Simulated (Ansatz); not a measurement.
Relaxation of a periodic cell of 63 atoms, Si62C (host Si, host structure diamond, dopant C, one Si atom removed), cell charge +2, to a largest force component of 0.03 eV/Å in at most 60 steps.

The calculation used Ansatz, DFT PBE, scalar-relativistic, plane waves, PAW. Settings: PAW set soft_1, cutoff 420 eV, k mesh 1x1x1, fermi-dirac smearing 0.05 eV, no spin polarisation.

```xyz
63
Lattice="10.8600 0.0000 0.0000 0.0000 10.8600 0.0000 0.0000 0.0000 10.8600" Properties=species:S:1:pos:R:3:forces:R:3
Si 5.430 0.000 0.000 -0.01 -0.39 -0.01
Si 6.787 1.357 1.357 -0.06 0.03 -0.06
Si 8.145 2.715 0.000 0.04 0.32 0.03
Si 9.502 4.072 1.357 -0.02 0.02 -0.07
Si 8.145 0.000 2.715 0.05 -0.38 0.05
Si 9.502 1.357 4.072 0.17 0.29 0.17
Si 0.000 0.000 0.000 0.17 -0.02 0.01
Si 1.357 1.357 1.357 -0.06 0.06 -0.05
Si 2.715 2.715 0.000 0.02 -0.17 0.01
Si 4.072 4.072 1.357 -0.06 0.02 -0.03
Si 5.430 5.430 0.000 0.07 -0.03 0.07
Si 6.787 6.787 1.357 -0.05 0.05 -0.05
Si 8.145 8.145 0.000 0.03 -0.07 0.07
Si 9.502 9.502 1.357 -0.02 0.06 -0.03
Si 2.715 0.000 2.715 0.02 -0.02 0.02
Si 4.072 1.357 4.072 -0.29 -0.24 0.18
Si 5.430 2.715 2.715 0.03 0.32 0.04
Si 6.787 4.072 4.072 -0.07 0.02 -0.02
Si 8.145 5.430 2.715 0.02 -0.02 0.02
Si 9.502 6.787 4.072 -0.02 0.07 -0.02
Si 5.430 0.000 5.430 0.01 -0.02 0.17
Si 6.787 1.357 6.787 -0.05 0.06 -0.06
Si 8.145 2.715 5.430 0.02 -0.07 0.07
Si 9.502 4.072 6.787 0.17 -0.17 -0.29
Si 8.145 0.000 8.145 0.02 -0.02 0.02
Si 9.502 1.357 9.502 0.18 -0.24 -0.29
Si 0.000 5.430 0.000 -0.32 -0.04 0.03
Si 1.357 6.787 1.357 -0.03 0.06 -0.06
Si 2.715 8.145 0.000 0.39 0.01 -0.01
Si 4.072 9.502 1.357 -0.07 0.07 -0.07
Si 0.000 2.715 2.715 0.07 -0.07 0.02
Si 1.357 4.072 4.072 -0.29 -0.17 0.17
Si 2.715 5.430 2.715 0.38 -0.05 0.05
Si 4.072 6.787 4.072 -0.06 0.03 -0.02
Si 5.430 8.145 2.715 0.07 -0.07 0.03
Si 6.787 9.502 4.072 -0.03 0.06 -0.02
Si 0.000 0.000 5.430 -0.04 -0.05 -0.04
C 2.715 0.000 8.145 1.41 -1.41 1.41
Si 2.715 2.715 5.430 0.05 0.04 -0.04
Si 4.072 4.072 6.787 -0.29 -0.18 0.24
Si 5.430 5.430 5.430 0.03 -0.04 -0.32
Si 6.787 6.787 6.787 -0.06 0.06 -0.03
Si 8.145 8.145 5.430 0.04 -0.03 -0.32
Si 9.502 9.502 6.787 0.18 0.29 0.24
Si 4.072 1.357 9.502 -1.53 -1.12 -1.53
Si 5.430 2.715 8.145 0.01 -0.17 0.02
Si 6.787 4.072 9.502 -0.03 0.02 -0.06
Si 8.145 5.430 8.145 0.05 -0.05 0.38
Si 9.502 6.787 9.502 -0.02 0.03 -0.06
Si 0.000 8.145 2.715 -0.32 -0.03 0.04
Si 1.357 9.502 4.072 0.24 0.29 0.18
Si 0.000 5.430 5.430 0.07 -0.02 0.07
Si 1.357 6.787 6.787 -0.06 0.05 -0.06
Si 2.715 8.145 5.430 0.02 -0.01 0.17
Si 4.072 9.502 6.787 -1.53 1.53 1.12
Si 0.000 2.715 8.145 -0.04 0.04 0.05
Si 1.357 4.072 9.502 0.24 -0.18 -0.29
Si 2.715 5.430 8.145 0.02 -0.02 0.02
Si 4.072 6.787 9.502 -0.07 0.07 -0.07
Si 5.430 8.145 8.145 -0.01 0.01 0.39
Si 6.787 9.502 9.502 -0.07 0.07 -0.07
Si 0.000 8.145 8.145 0.17 -0.01 0.02
Si 1.357 9.502 9.502 1.12 1.53 -1.53
```

**Question.** Where does it end, and by what steps?

**Answer.** The forces met the threshold. Limits of this set-up: coarse k mesh, no spin, though dangling bonds at a vacancy may carry it, a typed lattice constant that wasn't relaxed here, charged cell in a uniform background, uncorrected. After 6 steps the energy has fallen by 2.798 eV; C38 moved furthest, 0.59 Å.

```csv
step,energy less start (eV),largest force component (eV/Å),accepted
0,0.0000,1.532,yes
1,-1.5037,1.290,yes
2,-2.6272,0.401,yes
3,-2.1659,1.124,no
4,-2.7289,0.196,yes
5,-2.7913,0.032,yes
6,-2.7985,0.016,yes
```

```xyz
63
Lattice="10.8600 0.0000 0.0000 0.0000 10.8600 0.0000 0.0000 0.0000 10.8600" Properties=species:S:1:pos:R:3
Si 5.432 -0.034 0.002
Si 6.777 1.359 1.347
Si 8.157 2.712 -0.027
Si 9.484 4.091 1.322
Si 8.143 -0.021 2.713
Si 9.477 1.411 4.047
Si 0.108 -0.005 -0.082
Si 1.347 1.368 1.344
Si 2.720 2.607 -0.082
Si 4.042 4.024 1.314
Si 5.441 5.394 0.011
Si 6.784 6.791 1.354
Si 8.181 8.134 0.011
Si 9.551 9.533 1.314
Si 2.711 0.004 2.708
Si 4.014 1.340 4.117
Si 5.403 2.712 2.727
Si 6.752 4.091 4.054
Si 8.140 5.435 2.710
Si 9.484 6.823 4.054
Si 5.348 -0.005 5.538
Si 6.774 1.368 6.777
Si 8.107 2.733 5.412
Si 9.477 4.098 6.734
Si 8.138 0.004 8.141
Si 9.547 1.340 9.444
Si 0.003 5.418 -0.027
Si 1.356 6.798 1.347
Si 2.749 8.143 0.002
Si 4.084 9.491 1.375
Si -0.018 2.733 2.677
Si 1.304 4.098 4.047
Si 2.736 5.432 2.713
Si 4.042 6.831 4.121
Si 5.441 8.134 2.751
Si 6.744 9.533 4.121
Si -0.032 0.071 5.398
C 3.056 -0.341 8.486
Si 2.644 2.747 5.398
Si 4.014 4.028 6.805
Si 5.403 5.418 5.433
Si 6.777 6.798 6.786
Si 8.157 8.172 5.433
Si 9.547 9.561 6.805
Si 3.925 1.087 9.355
Si 5.348 2.607 8.150
Si 6.744 4.024 9.472
Si 8.143 5.432 8.166
Si 9.551 6.831 9.472
Si 0.003 8.172 2.727
Si 1.375 9.561 4.117
Si -0.018 5.468 5.412
Si 1.347 6.801 6.777
Si 2.720 8.227 5.538
Si 3.925 9.650 7.058
Si -0.032 2.747 8.074
Si 1.375 4.028 9.444
Si 2.711 5.437 8.141
Si 4.084 6.770 9.514
Si 5.432 8.143 8.179
Si 6.805 9.491 9.514
Si 0.108 8.227 8.150
Si 1.628 9.650 9.355
```

Whether the end is a true minimum wasn't checked by a vibrational analysis.

Time of the run: 30 s on 4 threads of Arm Neoverse V2 (shared host), peak memory 1.1 GiB.
